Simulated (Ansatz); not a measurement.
The system is AlIn.

```
Al In
1.0
     3.05413    0.00000    0.00000
    -1.52707    2.64496    0.00000
     0.00000    0.00000    5.82802
Al In
1 1
Direct
  0.00000 0.00000 0.00000
  0.00000 0.00000 0.50000
```

The cell was built by a generator and needn't be a form met in nature.

Program: Ansatz 0.2.0. Alike in all runs: task band structure; potentials or basis Ansatz PAW; no spin polarisation; cell as given; k mesh 6 × 6 × 3; smearing fermi-dirac 0.05 eV; the mesh is coarse, so values aren't converged.

Question: Order these runs on this cell by their pressure, lowest first.
A. level RPBE; cutoff (eV) 420
B. level LDA; cutoff (eV) 420
C. level BLYP; cutoff (eV) 420
D. level r2SCAN; cutoff (eV) 500

Answer: B (-3.4 GPa), D (-1.5 GPa), A (1.3 GPa), C (4.3 GPa).

Caveats: all runs use coarse meshes; the PAW data sets come from PBE, with cores solved anew for the run's functional, which leaves a small shift of forces and pressure.

Runs at the PBE level aren't shown here.
